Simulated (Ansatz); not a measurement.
# C3H10B2: the cost of one run

All numbers below are computed with Ansatz 0.2.0 (RKS B3LYP/STO-3G).

### 1 The system as given

Bond lengths: B1–C2 1.575 Å, C2–C3 1.513 Å, C3–B4 1.607 Å, B4–C5 1.547 Å, B1–H6 1.239 Å, B1–H7 1.173 Å, C2–H8 1.151 Å, C2–H9 1.082 Å, C3–H10 1.160 Å, C3–H11 1.119 Å, B4–H12 1.206 Å, C5–H13 1.120 Å, C5–H14 1.072 Å, C5–H15 1.091 Å. Angles (14 of 24 angles, heavy atoms first): B1–C2–C3 109.1°, C2–C3–B4 113.1°, C3–B4–C5 125.1°, B1–C2–H8 107.9°, B1–C2–H9 108.5°, C3–C2–H8 110.2°, C3–C2–H9 110.1°, C2–B1–H6 118.0°, C2–B1–H7 123.3°, C2–C3–H10 109.7°, C2–C3–H11 111.1°, B4–C3–H10 105.3°, B4–C3–H11 111.5°, C3–B4–H12 114.8°.

Structure file:

```xyz
15

B    -1.0104    1.5011    1.7930
C    -0.7540    0.8081    0.4016
C    -0.0977   -0.5356    0.6307
B     0.3006   -1.2844   -0.7337
C     1.2719   -0.7291   -1.8015
H    -2.1718    1.8259    2.0757
H    -0.1476    1.8386    2.5128
H    -0.0583    1.4912   -0.2105
H    -1.7056    0.6765   -0.0962
H     0.9015   -0.3896    1.2017
H    -0.7308   -1.1860    1.2857
H    -0.2893   -2.3172   -0.9338
H     1.6721    0.2470   -1.4260
H     2.0478   -1.4573   -1.9298
H     0.7498   -0.5400   -2.7403
```

### 2 Preparing the start

Contents of input.yaml:

```yaml
crystal:
  periodic: [false, false, false]
  atoms:
    - { symbol: B, position_ang: [-1.0104, 1.5011, 1.793] }
    - { symbol: C, position_ang: [-0.754, 0.8081, 0.4016] }
    - { symbol: C, position_ang: [-0.0977, -0.5356, 0.6307] }
    - { symbol: B, position_ang: [0.3006, -1.2844, -0.7337] }
    - { symbol: C, position_ang: [1.2719, -0.7291, -1.8015] }
    - { symbol: H, position_ang: [-2.1718, 1.8259, 2.0757] }
    - { symbol: H, position_ang: [-0.1476, 1.8386, 2.5128] }
    - { symbol: H, position_ang: [-0.0583, 1.4912, -0.2105] }
    - { symbol: H, position_ang: [-1.7056, 0.6765, -0.0962] }
    - { symbol: H, position_ang: [0.9015, -0.3896, 1.2017] }
    - { symbol: H, position_ang: [-0.7308, -1.186, 1.2857] }
    - { symbol: H, position_ang: [-0.2893, -2.3172, -0.9338] }
    - { symbol: H, position_ang: [1.6721, 0.247, -1.426] }
    - { symbol: H, position_ang: [2.0478, -1.4573, -1.9298] }
    - { symbol: H, position_ang: [0.7498, -0.54, -2.7403] }
basis:
  gaussian: { orbitals: STO-3G }
hamiltonian:
  xc: b3lyp
relax:
  f_tol: 0.02
  max_steps: 40
```

Run with:

```bash
ansatz run input.yaml --threads 1 --pin off --max-ram 2048MiB --backend cpu --events-out ev --progress --plain --runs-dir out
```

**Question.** How long does this run take on 1 thread of AMD EPYC (Zen 3), shared host, and how much memory does it need?

About 82 s, with a peak of 0.12 GiB.
